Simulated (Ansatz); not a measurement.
# Cl2FGeH3Si: a ladder of functionals and wavefunction methods

The task here is to estimate one member of a computed series from the others.

Program: Ansatz 0.2.0, Gaussian basis. Level of theory: functionals in def2-TZVPP, the program's frozen cores in correlated methods. These are calculated values, not measurements.

Levels to be run: PBE-D4, r2SCAN-D4, PBE0-D4, B3LYP-D4, ωB97X-V, ωB97M-V, B2PLYP; CCSD(T)/def2-TZVPP; MP2/def2-QZVPP; extrapolation to the limit.

## The relaxed structure

All runs share one geometry, relaxed beforehand with PBE0-D4 in a triple-zeta def2 set.

SMILES `F[SiH](Cl)[GeH2][Cl]`, 8 atoms, charge 0, spin multiplicity 1.

Atoms are counted from 1 here; the program's logs count them from 0.

Bond lengths: F1–Si2 1.592 Å, Si2–Cl3 2.045 Å, Si2–Ge4 2.383 Å, Si2–H6 1.478 Å, Ge4–Cl5 2.163 Å, Ge4–H7 1.535 Å, Ge4–H8 1.534 Å. Angles: F1–Si2–Cl3 108.4°, F1–Si2–Ge4 109.2°, F1–Si2–H6 108.1°, Cl3–Si2–Ge4 108.4°, Cl3–Si2–H6 108.5°, Ge4–Si2–H6 114.1°, Si2–Ge4–Cl5 105.9°, Si2–Ge4–H7 112.3°, Si2–Ge4–H8 113.1°, Cl5–Ge4–H7 106.9°, Cl5–Ge4–H8 107.3°, H7–Ge4–H8 110.9°.

Set-up of the first run:

Contents of in.yaml:

```yaml
crystal:
  periodic: [false, false, false]
  atoms:
    - {symbol: F, position_ang: [-0.627207, 2.009785, 0.869345]}
    - {symbol: Si, position_ang: [-1.006830, 0.656150, 0.122868]}
    - {symbol: Cl, position_ang: [-2.377098, -0.345370, 1.262799]}
    - {symbol: Ge, position_ang: [0.941898, -0.700270, -0.076983]}
    - {symbol: Cl, position_ang: [2.248210, 0.335474, -1.454916]}
    - {symbol: H, position_ang: [-1.635215, 1.005101, -1.168898]}
    - {symbol: H, position_ang: [0.635560, -2.070131, -0.698373]}
    - {symbol: H, position_ang: [1.705681, -0.856240, 1.244358]}
basis:
  gaussian: {orbitals: def2-TZVPP}
hamiltonian: {xc: pbe, dispersion: d4}
output: {forces: true, orbitals: {seedname: orbitals}}
```

Command:

```sh
ansatz run in.yaml --threads 4 --pin off --events-out ev --progress --plain --max-ram 10444MiB
```

Steps of the session up to this table: PBE-D4 (GGA); r2SCAN-D4 (meta-GGA); PBE0-D4 (hybrid); B3LYP-D4 (hybrid); ωB97X-V (range-separated); ωB97M-V (range-separated); B2PLYP (double hybrid); CCSD(T) in def2-TZVPP; MP2 in def2-QZVPP.

One table of the session follows, with a row left open; its other results are not shown here.

It belongs to the step «Atomisation energies». 

```
            method  atomisation energy (kcal/mol)
            PBE-D4                          594.4
         r2SCAN-D4                          596.8
           PBE0-D4                          587.5
          B3LYP-D4                              ?
           ωB97X-V                          598.5
           ωB97M-V                          592.6
            B2PLYP                          581.2
     HF/def2-TZVPP                          440.0
    MP2/def2-TZVPP                          591.9
   CCSD/def2-TZVPP                          569.4
CCSD(T)/def2-TZVPP                          579.0
           MP2/CBS                          609.5
       CCSD(T)/CBS                          596.5
```

**Question.** Estimate the row for B3LYP-D4.

**Answer.** atomisation energy (kcal/mol): 584.6. In the column «atomisation energy (kcal/mol)» it lies between B2PLYP (581.2) and PBE0-D4 (587.5).
